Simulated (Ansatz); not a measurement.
# CH4FGaTe: geometry and vibrations

What shape does CH4FGaTe take? The plan is to relax it, then compute its harmonic vibrations to see whether it is a minimum and to get the zero-point energy and entropy.

Computed with Ansatz 0.2.0, Gaussian basis. Level: RKS PBE0-D4/def2-TZVP.

The runs, in order: relaxation at PBE0-D4/def2-TZVP; harmonic vibrations at the same level.

1 further run of the same task is left out (set aside as unsound or not needed). Runs told in other sessions of the task aren't counted.

## 1. Where the work starts

SMILES `[CH3][Ga]([F])[TeH]`, 8 atoms, charge 0, spin multiplicity 1.

Atoms are counted from 1 here; the program's logs count them from 0.

Bond lengths: C1–Ga2 2.044 Å, C1–H5 1.092 Å, C1–H6 1.091 Å, C1–H7 1.092 Å, Ga2–F3 1.777 Å, Ga2–Te4 2.529 Å, Te4–H8 1.638 Å. Angles: Ga2–C1–H5 109.6°, Ga2–C1–H6 111.3°, Ga2–C1–H7 109.1°, H5–C1–H6 109.0°, H5–C1–H7 108.2°, H6–C1–H7 109.6°, C1–Ga2–F3 111.3°, C1–Ga2–Te4 134.8°, F3–Ga2–Te4 113.9°, Ga2–Te4–H8 87.8°.

The start is a GFN2-xTB geometry. Te takes the def2 core potential; no spin-orbit term is included.

## 2. Optimising with PBE0-D4/def2-TZVP

Contents of in.yaml:

```yaml
crystal:
  periodic: [false, false, false]
  atoms:
    - {symbol: C, position_ang: [0.145570, 1.125510, -0.659090]}
    - {symbol: Ga, position_ang: [0.239150, -0.334110, 0.768350]}
    - {symbol: F, position_ang: [1.149820, 0.213950, 2.192520]}
    - {symbol: Te, position_ang: [-0.643530, -2.695990, 0.962340]}
    - {symbol: H, position_ang: [-0.546220, 1.906890, -0.338220]}
    - {symbol: H, position_ang: [-0.191230, 0.722430, -1.615440]}
    - {symbol: H, position_ang: [1.134020, 1.573130, -0.778370]}
    - {symbol: H, position_ang: [-1.287580, -2.511810, -0.532100]}
basis:
  gaussian: {orbitals: def2-TZVP}
hamiltonian: {xc: pbe0, dispersion: d4}
relax: {f_tol: 0.005, max_steps: 150}
```

The run is started by

```
> ansatz run in.yaml --threads 4 --pin off --events-out ev --progress --plain --max-ram 10444MiB
```

Further steps of the session: Force constants and modes.

Q: Predict the results of all the runs planned. Wanted: point group; shift from the start; total energy; dispersion term; dipole moment; lowest, highest wavenumber; zero-point energy.

**Answer**, as computed:

| quantity | value |
| --- | --- |
| point group | C1 |
| steps | 23 |
| shift from the start (rms) | 0.126 Å |
| total energy | -63484.1907 eV |
| dispersion term | -153 meV |
| dipole moment | 2.70 D |
| lowest, highest wavenumber | 29, 3170 cm⁻¹ |
| zero-point energy | 118.3 kJ/mol |
| entropy at 298.15 K | 382.3 J/(mol K) |

In words: The relaxed geometry lies 0.13 Å (rms) from the start; the bond that changed most is C1–Ga2, from 2.044 to 1.951 Å. All wavenumbers are real, so the end point is a minimum. The stiffest mode, 3170 cm⁻¹, is a C–H stretch, and 4 modes under 200 cm⁻¹ make the vibrational entropy uncertain. Harmonic hybrid wavenumbers usually lie a few per cent above measured fundamentals. The largest Mulliken charge, +0.62 e, sits on Ga2.
